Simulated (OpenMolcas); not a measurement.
# Mn³⁺ among point charges: CASSCF and CASPT2 levels and susceptibility

Aim: the splitting of the states of Mn³⁺ in the field of 6 point charges, its lowest levels with spin-orbit coupling and its magnetic susceptibility.

The numbers are computed with OpenMolcas 26.06 (state-averaged CASSCF and CASPT2, spin-orbit coupling by RASSI with atomic mean-field integrals), except any that are marked as measured or tabulated.

**1. What is computed**

```
Species                           : Mn³⁺ (manganese, Z = 25, 22 electrons)
Basis                             : ANO-RCC-VTZP [6s5p3d2f1g], 59 functions
Scalar Hamiltonian                : DKH2, point nucleus
Inactive shells                   : 1s 2s 2p 3s 3p
Active space                      : 4 electrons in 5 orbitals (3d)
Some configurations of this space : 3d⁴
Orbitals                          : optimised for each spin and parity, averaged over all roots
```

The outer shells:

3d4
```
3d [↑ ][↑ ][↑ ][↑ ][  ]
```

The ion sits among 6 point charges of -1 e arranged as a trigonal prism (D3h), 1.55 Å from the ion, with a polar angle of 55.0° against the regular 49.1°.

Each step is its own input file, run in one work folder so that later steps find the files of earlier ones. Labels, J, g values, rates, χT and fits are worked out afterwards by a script from the matrices that RASSI stores.

**2. Basis and integrals**

File a.inp:

```
&GATEWAY
Coord
1

Mn 0.0 0.0 0.0
Basis=ANO-RCC-VTZP
Group=NoSym
NoMove
AngMom=0.0 0.0 0.0
AMFI
XField
6 Angstrom 0
1.269562 0.000000 0.889221 -1.000000
-0.634781 1.099473 0.889221 -1.000000
-0.634781 -1.099473 0.889221 -1.000000
1.269562 0.000000 -0.889221 -1.000000
-0.634781 1.099473 -0.889221 -1.000000
-0.634781 -1.099473 -0.889221 -1.000000
&SEWARD
```

The run is started by

```console
$ OMP_NUM_THREADS=1 MOLCAS_MEM=1689 MOLCAS_PROJECT=a pymolcas a.inp > a.log
```

**3. CASSCF: quintets, 5 roots**

File a.inp:

```
&RASSCF
FileOrb=start.orb
Symmetry=1
Spin=5
nActEl=4 0 0
Inactive=9
Ras2=5
CIRoot=5 5 1
SDav=5
CIMx=300
Iter=120 100
PrWF=0.3
OrbListing=Nothing
MaxOrb=0
>>> COPY $Project.JobIph JOB001
```

start.orb holds the contracted functions of the basis, ordered by shell, or the orbitals of the step before.

**4. Reference wave functions, triplets, 45 roots**

File a.inp:

```
&RASSCF
FileOrb=start.orb
Symmetry=1
Spin=3
nActEl=4 0 0
Inactive=9
Ras2=5
CIRoot=45 45 1
SDav=45
CIMx=300
Iter=120 100
PrWF=0.3
OrbListing=Nothing
MaxOrb=0
>>> COPY $Project.JobIph JOB002
```

**5. CASSCF: singlets, 50 roots**

File a.inp:

```
&RASSCF
FileOrb=start.orb
Symmetry=1
Spin=1
nActEl=4 0 0
Inactive=9
Ras2=5
CIRoot=50 50 1
SDav=50
CIMx=300
Iter=120 100
PrWF=0.3
OrbListing=Nothing
MaxOrb=0
>>> COPY $Project.JobIph JOB003
```

**6. RASSI: spin-orbit coupling between the states**

File a.inp:

```
&RASSI
NrOfJobIphs=3 5 45 50
1 2 3 4 5
1 2 3 4 5 6 7 8 9 10 11 12 13 14 15 16 17 18 19 20 21 22 23 24 25 26 27
28 29 30 31 32 33 34 35 36 37 38 39 40 41 42 43 44 45
1 2 3 4 5 6 7 8 9 10 11 12 13 14 15 16 17 18 19 20 21 22 23 24 25 26 27
28 29 30 31 32 33 34 35 36 37 38 39 40 41 42 43 44 45 46 47 48 49 50
IphNames
JOB001
JOB002
JOB003
EJob
SpinOrbit
DIPRint=1.0
SOCoupling=1000.0
Subsets=2
Property=9
'ANGMOM' 1 'ANGMOM' 2 'ANGMOM' 3 'MLTPL  1' 1 'MLTPL  1' 2 'MLTPL  1' 3
'AMFI' 1 'AMFI' 2 'AMFI' 3
SOProperty=3
'ANGMOM' 1 'ANGMOM' 2 'ANGMOM' 3
```

**7. CASPT2: IPEA 0.25, imaginary shift 0.1 (closed shells correlated: 3s 3p)**

File a.inp:

```
>>> COPY JOB001 $Project.JobIph
&CASPT2
Multistate=5 1 2 3 4 5
NoMult
Frozen=5
IPEA=0.25
Imaginary=0.1
MaxIter=60
WThr=0.0 0.3 0.05
PrWF=0.5
NoMix
>>> COPY JOB002 $Project.JobIph
&CASPT2
Multistate=45 1 2 3 4 5 6 7 8 9 10 11 12 13 14 15 16 17 18 19 20 21 22
23 24 25 26 27 28 29 30 31 32 33 34 35 36 37 38 39 40 41 42 43 44 45
NoMult
Frozen=5
IPEA=0.25
Imaginary=0.1
MaxIter=60
WThr=0.0 0.3 0.05
PrWF=0.5
NoMix
>>> COPY JOB003 $Project.JobIph
&CASPT2
Multistate=50 1 2 3 4 5 6 7 8 9 10 11 12 13 14 15 16 17 18 19 20 21 22
23 24 25 26 27 28 29 30 31 32 33 34 35 36 37 38 39 40 41 42 43 44 45 46
47 48 49 50
NoMult
Frozen=5
IPEA=0.25
Imaginary=0.1
MaxIter=60
WThr=0.0 0.3 0.05
PrWF=0.5
NoMix
```

(Steps that only read results are left out.)

What does the calculation give? Wanted: spin-free ground state; first state of the same spin within the active space; lowest level; next level.

**Answer**, as computed:

```
                                            quantity                                                                        value
                                              method  SS-CASPT2, IPEA 0.25, imaginary shift 0.1 (closed shells correlated: 3s 3p)
                              spin-free ground state                                               5E, 2-fold in its orbital part
first state of the same spin within the active space                                                              5E at 2030 cm⁻¹
                                        lowest level                                               2-fold E, g = 0.00, 0.00, 5.94
                                          next level                                                                    42.3 cm⁻¹
                                         χT at 300 K                                                               2.48 cm³ K/mol
                           effective moment at 300 K                                                                      4.45 μB
```

Cost by method:

```
                                              method  time of its own steps  time with the reference
                                           A. CASSCF                   23 s                     23 s
B. SS-CASPT2, IPEA 0.25, imaginary shift 0.1, +3s 3p                   23 s                     46 s
```

Times are of one thread on a shared host.

The spin-free ground state (5E) comes to 100 % from free-ion D terms and keeps the highest spin of the shell. χT at 300 K is 2.48, against 3.01 cm³ K/mol for the spin alone, so spin-orbit coupling lowers it. An active space of the d shell alone favours high spin; real ions in strong fields can be low spin. CASPT2 does not keep the components of a term degenerate, and the means are used. The field of point charges can differ much from that of real complexes. With metal d orbitals alone active, the gaps between spin states are rough; where two lie within a few thousand cm-1, their order is open. This is an electrostatic model: the charges have no orbitals.
